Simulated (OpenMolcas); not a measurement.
**InNH2F (SMILES [NH2][In][F]): ROCCSD[T]/LANL2DZ (core potential)**

Aim: the vertical doublet–quartet gap of InNH2F at ROCCSD[T]/LANL2DZ (core potential), from 2 runs. 

Program for the calculation: OpenMolcas 26.06.

6 further runs of the same task are left out: 1 that didn't finish, 5 set aside as unsound or not needed.

### 1 The structure to begin with

The species is InNH2F (5 atoms), meant as a doublet with charge 0. As SMILES, `[NH2][In][F]`. The shape comes from GFN2-xTB, which is rough for such elements, and wasn't checked as a minimum. This is one conformer, not always the lowest.

Bond lengths: N1–In2 2.237 Å, In2–F3 2.070 Å, N1–H4 1.018 Å, N1–H5 1.018 Å. Angles: N1–In2–F3 106.0°, In2–N1–H4 101.8°, In2–N1–H5 110.1°, H4–N1–H5 105.8°.

### 2 The energy at ROCCSD[T]/LANL2DZ (core potential)

File run.input:

```
&GATEWAY
 COORD
 5
 angstrom
 N        0.105690       1.031680       0.009810
 In       0.157580      -0.929530       1.084950
 F        0.478830      -2.368780      -0.368100
 H        0.010480       0.735400      -0.959980
 H       -0.752570       1.531230       0.233320
 BASIS=LANL2DZ
 GROUP=NoSym

&SEWARD

&SCF
 UHF
 SPIN=2
 PRORBITALS=1 2

&RASSCF
 FILEORB=$Project.UnaOrb
 SPIN=2
 NACTEL=1 0 0
 INACTIVE=10
 RAS2=1
 OUTORBITALS=Canonical
 ORBLISTING=Nothing

&MOTRA
 JOBIPH
 FROZEN=2

&CCSDT
 CCT
 TRIPLES=1
 ITERATIONS=50
 EXTRAPOLATION=5 4
```

Command:

```
$ export MOLCAS_MEM=1860
$ pymolcas run.input > run.log
```

Output:

```text
--- Start Module: gateway ---
[...]
--- Stop Module: gateway /rc=_RC_ALL_IS_WELL_ ---
[...]
      Basis functions           30
[...]
       Convergence after  18 Iterations
[...]
::    Total SCF energy                               -156.8632453445
[...]
      Total spin, S                                     0.5414698729
[...]
      Number of active orbitals                  1
[...]
      Spin quantum number                      0.5
[...]
      Active orbitals                            1
[...]
      Number of CSFs                             1
[...]
      Number of root(s) required                 1
[...]
      Convergence after 15 iterations
[...]
      printout of CI-coefficients larger than  0.05 for root  1
      energy=    -156.855996
      conf/sym  1     Coeff  Weight
             1  u   1.00000 1.00000
      Natural orbitals and occupation numbers for root  1
      sym 1:   1.000000
      ************************************************************************************************************************
      *                                                    Final results                                                     *
[...]
::    RASSCF root number  1 Total energy:   -156.85599637
[...]
      Total electronic charge=   21.000000
      Total            charge=   -0.000000
[...]
      Dipole Moment (debye):
      Origin of the operator (angstrom)=    0.1863   -0.9010    0.7809
                   X= -2.3157E+00               Y=  1.1578E+00               Z=  3.8375E+00           Total=  4.6292E+00
      Quadrupole Moment (debye*angstrom):
[...]
--- Start Module: motra ---
[...]
      *** WARNING: Default frozen orbitals is overwritten by user input.
      *** Default values:   2
[...]
--- Stop Module: motra /rc=_RC_ALL_IS_WELL_ ---
--- Start Module: ccsdt ---
[...]
      Convergence after                    25  Iterations
      Total energy (diff) :    -157.13328348      -0.00000001
[...]
       CCSD     =      -157.1332834774535
[...]
--- Stop Module: ccsdt /rc=_RC_ALL_IS_WELL_ ---
[...]
```

Wall time 3.9 s (1 thread of Arm Neoverse V2, shared host); peak memory 0.37 GiB.

### 3 The quartet at the same level

File run.input:

```
&GATEWAY
  COORD
  5
  angstrom
  N        0.105690       1.031680       0.009810
  In       0.157580      -0.929530       1.084950
  F        0.478830      -2.368780      -0.368100
  H        0.010480       0.735400      -0.959980
  H       -0.752570       1.531230       0.233320
  BASIS=LANL2DZ
  GROUP=NoSym

&SEWARD

&SCF
  UHF
  SPIN=4
  PRORBITALS=1 2

&RASSCF
  FILEORB=$Project.UnaOrb
  SPIN=4
  NACTEL=3 0 0
  INACTIVE=9
  RAS2=3
  OUTORBITALS=Canonical
  ORBLISTING=Nothing

&MOTRA
  JOBIPH
  FROZEN=2

&CCSDT
  CCT
  TRIPLES=1
  ITERATIONS=50
  EXTRAPOLATION=5 4
```

Command:

```
$ export MOLCAS_MEM=1860
$ pymolcas run.input > run.log
```

Output:

```text
--- Start Module: gateway ---
[...]
--- Stop Module: gateway /rc=_RC_ALL_IS_WELL_ ---
[...]
      Basis functions           30
[...]
       Convergence after  20 Iterations
[...]
::    Total SCF energy                               -156.7616495085
[...]
      Total spin, S                                     1.5026732215
[...]
      Number of active orbitals                  3
[...]
      Spin quantum number                      1.5
[...]
      Active orbitals                            3
[...]
      Number of CSFs                             1
[...]
      Number of root(s) required                 1
[...]
      Convergence after 12 iterations
[...]
      printout of CI-coefficients larger than  0.05 for root  1
      energy=    -156.758863
      conf/sym  111     Coeff  Weight
             1  uuu   1.00000 1.00000
      Natural orbitals and occupation numbers for root  1
      sym 1:   1.000000   1.000000   1.000000
      ************************************************************************************************************************
      *                                                    Final results                                                     *
[...]
::    RASSCF root number  1 Total energy:   -156.75886345
[...]
      Total electronic charge=   21.000000
      Total            charge=   -0.000000
[...]
      Dipole Moment (debye):
      Origin of the operator (angstrom)=    0.1863   -0.9010    0.7809
                   X= -2.4263E+00               Y=  7.1535E+00               Z=  6.0206E-01           Total=  7.5777E+00
      Quadrupole Moment (debye*angstrom):
[...]
--- Start Module: motra ---
[...]
      *** WARNING: Default frozen orbitals is overwritten by user input.
      *** Default values:   2
[...]
--- Stop Module: motra /rc=_RC_ALL_IS_WELL_ ---
--- Start Module: ccsdt ---
[...]
      Convergence after                    16  Iterations
      Total energy (diff) :    -156.99574914       0.00000007
[...]
       CCSD     =      -156.9957491445761
[...]
--- Stop Module: ccsdt /rc=_RC_ALL_IS_WELL_ ---
[...]
```

It took 3.6 s on 1 thread of Arm Neoverse V2, shared host; peak memory 0.37 GiB.

### 4 Summary of results

Level: ROCCSD[T]/LANL2DZ (core potential), 2 core orbitals frozen.

| quantity | value |
| --- | --- |
| doublet: total energy | -157.14154 Eh |
| quartet: total energy | -157.00134 Eh |
| vertical energy of the quartet above the doublet | 3.815 eV |

What this shows: At this shape the quartet lies 3.81 eV (88 kcal/mol) above the doublet.
